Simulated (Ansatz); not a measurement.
# SnSe: a tetragonal deformation path

The task, for SnSe: look for other minima along a tetragonal path.

Method: DFT r2SCAN, scalar-relativistic, plane waves, PAW, in Ansatz 0.2.0.

**1. The starting structure**

Symmetry: P4/nmm, No. 129, tetragonal system. Conventional cell: a = 4.285 Å, b = 4.285 Å, c = 10.991 Å, α = 90.00°, β = 90.00°, γ = 90.00°. Sn (site symmetry 4mm) has 5 Se at 2.68 to 3.03 Å in its first shell of neighbours. Se (site symmetry 4mm) has 5 Sn at 2.68 to 3.03 Å in its first shell of neighbours.

As a file:

```cif
data_structure
_symmetry_space_group_name_H-M 'P4/nmm:1'
_symmetry_Int_Tables_number 129
_cell_length_a 4.2853
_cell_length_b 4.2853
_cell_length_c 10.9907
_cell_angle_alpha 90.000
_cell_angle_beta 90.000
_cell_angle_gamma 90.000
_cell_volume 201.83
loop_
_atom_site_label
_atom_site_type_symbol
_atom_site_symmetry_multiplicity
_atom_site_Wyckoff_symbol
_atom_site_fract_x
_atom_site_fract_y
_atom_site_fract_z
_atom_site_occupancy
Sn1 Sn 2 c 0.50000 0.00000 0.37223 1
Se1 Se 2 c 0.50000 0.00000 0.61604 1
```

It goes back to an entry of the Materials Project, which need not be the stable form.

The cell is taken as given, not relaxed at this level.

**2. Zero of energy**

The reference gives a free energy of -23034.9945 eV, pressure 0.02 GPa, largest force 0.025 eV/Å and gap on the mesh 1.32 eV. It was computed beforehand with the settings of the runs below.

**3. Setting up a tetragonal deformation path**

At fixed volume and fractional coordinates, lengths along (0.000, 0.000, 1.000) are scaled against those across it; ρ is that ratio over its starting value.

**4. ρ = 0.850**

input.yaml

```yaml
crystal:
  lattice:
    - [4.5238795632, 0.0, 0.0]
    - [0.0, 4.5238795632, 0.0]
    - [0.0, 0.0, 9.862136134]
  atoms:
    - { symbol: Sn, position: [0.5, 0.0, 0.37222911] }
    - { symbol: Sn, position: [0.0, 0.5, 0.62777089] }
    - { symbol: Se, position: [0.5, 0.0, 0.61603949] }
    - { symbol: Se, position: [0.0, 0.5, 0.38396051] }
basis:
  ecutwfc: 500
kpoints:
  mp_grid: { grid: [8, 8, 4] }
hamiltonian:
  xc: r2scan
scf:
  occupations: { method: gaussian, width: 0.05 }
output:
  forces: true
  stress: true
  eigenvalues: true
  write_density: true
  write_potential: true
  elf: true
  volumetric_format: npy
```

Started as:

```bash
$ ansatz run input.yaml --threads 1 --pin off --max-ram 2560MiB --backend cpu --events-out ev --progress --plain --runs-dir out
```

**5. At ρ = 1.200**

input.yaml, as its differences from that of step 4:

```diff
@@ -2,5 +2,5 @@
   lattice:
-    - [4.5238795632, 0.0, 0.0]
-    - [0.0, 4.5238795632, 0.0]
-    - [0.0, 0.0, 9.862136134]
+    - [4.0326474969, 0.0, 0.0]
+    - [0.0, 4.0326474969, 0.0]
+    - [0.0, 0.0, 12.411164732]
   atoms:
@@ -22,5 +22 @@
   eigenvalues: true
-  write_density: true
-  write_potential: true
-  elf: true
-  volumetric_format: npy
```

**6. At ρ = 0.920**

input.yaml, as its differences from that of step 5:

```diff
@@ -2,5 +2,5 @@
   lattice:
-    - [4.0326474969, 0.0, 0.0]
-    - [0.0, 4.0326474969, 0.0]
-    - [0.0, 0.0, 12.411164732]
+    - [4.4061038988, 0.0, 0.0]
+    - [0.0, 4.4061038988, 0.0]
+    - [0.0, 0.0, 10.3964146894]
   atoms:
```

**7. Point ρ = 1.100**

input.yaml, as its differences from that of step 6:

```diff
@@ -2,5 +2,5 @@
   lattice:
-    - [4.4061038988, 0.0, 0.0]
-    - [0.0, 4.4061038988, 0.0]
-    - [0.0, 0.0, 10.3964146894]
+    - [4.1513222573, 0.0, 0.0]
+    - [0.0, 4.1513222573, 0.0]
+    - [0.0, 0.0, 11.7117061173]
   atoms:
```

**8. At ρ = 0.960**

input.yaml, as its differences from that of step 7:

```diff
@@ -2,5 +2,5 @@
   lattice:
-    - [4.1513222573, 0.0, 0.0]
-    - [0.0, 4.1513222573, 0.0]
-    - [0.0, 0.0, 11.7117061173]
+    - [4.34403783, 0.0, 0.0]
+    - [0.0, 4.34403783, 0.0]
+    - [0.0, 0.0, 10.6956175369]
   atoms:
```

**9. At ρ = 1.050**

input.yaml, as its differences from that of step 8:

```diff
@@ -2,5 +2,5 @@
   lattice:
-    - [4.34403783, 0.0, 0.0]
-    - [0.0, 4.34403783, 0.0]
-    - [0.0, 0.0, 10.6956175369]
+    - [4.2161971463, 0.0, 0.0]
+    - [0.0, 4.2161971463, 0.0]
+    - [0.0, 0.0, 11.354061493]
   atoms:
```

**10. Point ρ = 0.800**

input.yaml, as its differences from that of step 9:

```diff
@@ -2,5 +2,5 @@
   lattice:
-    - [4.2161971463, 0.0, 0.0]
-    - [0.0, 4.2161971463, 0.0]
-    - [0.0, 0.0, 11.354061493]
+    - [4.6162290249, 0.0, 0.0]
+    - [0.0, 4.6162290249, 0.0]
+    - [0.0, 0.0, 9.4714913569]
   atoms:
```

**11. ρ = 1.300**

input.yaml, as its differences from that of step 10:

```diff
@@ -2,5 +2,5 @@
   lattice:
-    - [4.6162290249, 0.0, 0.0]
-    - [0.0, 4.6162290249, 0.0]
-    - [0.0, 0.0, 9.4714913569]
+    - [3.9264755026, 0.0, 0.0]
+    - [0.0, 3.9264755026, 0.0]
+    - [0.0, 0.0, 13.0914357155]
   atoms:
```

(Steps that only read results are left out.)

Before running it: what results should come out? Wanted: highest point.

**Answer**, as computed:

```
     quantity                        value
highest point  346.3 meV/atom at ρ = 0.800
```

**Reading.** No sampled point lies below the undisturbed cell. No further minimum shows among the sampled points. The gap on the mesh stays between 0.35 and 1.87 eV. The cell holds empty space of several Å, a single layer or slab in vacuum, so volume, pressure and the long edge depend on that space.

Spin-orbit coupling is left out, though the cell holds Sn; it can move the gap.
